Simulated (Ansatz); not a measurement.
# SnH₄ + H₂S: a complex and its separated parts

Aim: how far the complex at one end of a reaction step lies below its separated, relaxed parts, level by level.

The runs use Ansatz 0.2.0, Gaussian basis; PBE0-D4/def2-TZVP structures, single points in def2-TZVPP, no counterpoise correction.

Levels: SPW92, PBE-D4, BLYP-D4, r2SCAN-D4, B97M-V, PBE0-D4, B3LYP-D4, r2SCAN0-D4, BHLYP-D4, CAM-B3LYP-D4, wB97X-V, wB97M-V, B2PLYP, PBE-QIDH, RPA on PBE, Hartree-Fock, MP2, CCSD, CCSD(T).

Cores are frozen in the correlated methods. Filled d shells of the heavier atoms are correlated. Core potentials replace the inner electrons past krypton, and spin-orbit coupling is left out. B3LYP uses VWN-RPA correlation. B2PLYP carries no dispersion term here.

79 further runs of the same task are left out: 1 that didn't finish, 78 set aside as unsound or not needed.

**1. The system as given**

The complex: 8 atoms, charge 0, spin multiplicity 1.

Atoms are counted from 1 here; the program's logs count them from 0.

Bond lengths: Sn1–H2 1.704 Å, Sn1–H3 1.701 Å, Sn1–H4 1.710 Å, Sn1–H5 1.703 Å, H6–S7 1.342 Å, S7–H8 1.341 Å. Angles: H2–Sn1–H3 110.3°, H2–Sn1–H4 108.6°, H2–Sn1–H5 109.8°, H3–Sn1–H4 108.9°, H3–Sn1–H5 110.5°, H4–Sn1–H5 108.7°, H6–S7–H8 92.3°.

As a file:

```csv
atom,x (Å),y (Å),z (Å)
Sn1,-1.2625,-0.7094,-0.0026
H2,-0.1477,-1.1260,1.2174
H3,-0.6976,-1.2317,-1.5199
H4,-2.7499,-1.4832,0.3323
H5,-1.5129,0.9755,-0.0059
H6,2.6122,0.4088,0.4185
S7,2.0984,1.0892,-0.6173
H8,1.6601,2.0768,0.1777
```

Its parts: SnH₄ holds atoms 1, 2, 3, 4, 5; H₂S holds atoms 6, 7, 8. Each part counts its atoms afresh in its own runs.

**2. Relaxing SnH₄ alone**

Input file relax-a/in.yaml:

```yaml
crystal:
  periodic: [false, false, false]
  atoms:
    - {symbol: Sn, position_ang: [-1.262540, -0.709426, -0.002624]}
    - {symbol: H, position_ang: [-0.147725, -1.125965, 1.217414]}
    - {symbol: H, position_ang: [-0.697592, -1.231700, -1.519913]}
    - {symbol: H, position_ang: [-2.749902, -1.483164, 0.332297]}
    - {symbol: H, position_ang: [-1.512907, 0.975499, -0.005882]}
basis:
  gaussian: {orbitals: def2-TZVP}
hamiltonian: {xc: pbe0, dispersion: d4}
relax: {f_tol: 0.005, max_steps: 200}
```

Command:

```bash
> ansatz run in.yaml --threads 2 --pin off --events-out ev --progress --plain --max-ram 4352MiB
```

After this run come: Relaxing H₂S alone; SPW92/def2-TZVPP; PBE-D4/def2-TZVPP; BLYP-D4/def2-TZVPP; r2SCAN-D4/def2-TZVPP; B97M-V/def2-TZVPP; PBE0-D4/def2-TZVPP; B3LYP-D4/def2-TZVPP; r2SCAN0-D4/def2-TZVPP; BHLYP-D4/def2-TZVPP; CAM-B3LYP-D4/def2-TZVPP; wB97X-V/def2-TZVPP; wB97M-V/def2-TZVPP; B2PLYP/def2-TZVPP; PBE-QIDH/def2-TZVPP; RPA on PBE/def2-TZVPP; CCSD(T)/def2-TZVPP; Vibrations of SnH₄; Vibrations of H₂S.

Before running it: what results should come out? Wanted: complex less parts, CCSD(T)/def2-TZVPP; with zero-point energy; largest T1 diagnostic.

The runs gave:

| quantity | value |
| --- | --- |
| complex less parts, CCSD(T)/def2-TZVPP | -6.0 kJ/mol |
| with zero-point energy | -2.7 kJ/mol |
| largest T1 diagnostic | 0.013 |

**Reading.** At CCSD(T) the complex lies 6.0 kJ/mol below its parts. Among the functionals PBE-QIDH lands nearest to CCSD(T) (+0.7 kJ/mol) and SPW92 farthest (-5.5 kJ/mol). By rung, the mean size of the error is: LDA 5.5, GGA 2.1, meta-GGA 1.6, hybrid 1.9, range-separated hybrid 1.7, double hybrid 1.9 kJ/mol. PBE-D4 gives a relative energy 2.9 kJ/mol too low, an error of 48 % of the reference. The complex's frequency run has imaginary modes: the structure is no minimum, so both the energy and the zero-point correction are in doubt. No counterpoise was applied, and triple zeta lacks some correlation, so the CCSD(T) reference has a basis error of its own, and close matches with it are partly luck.
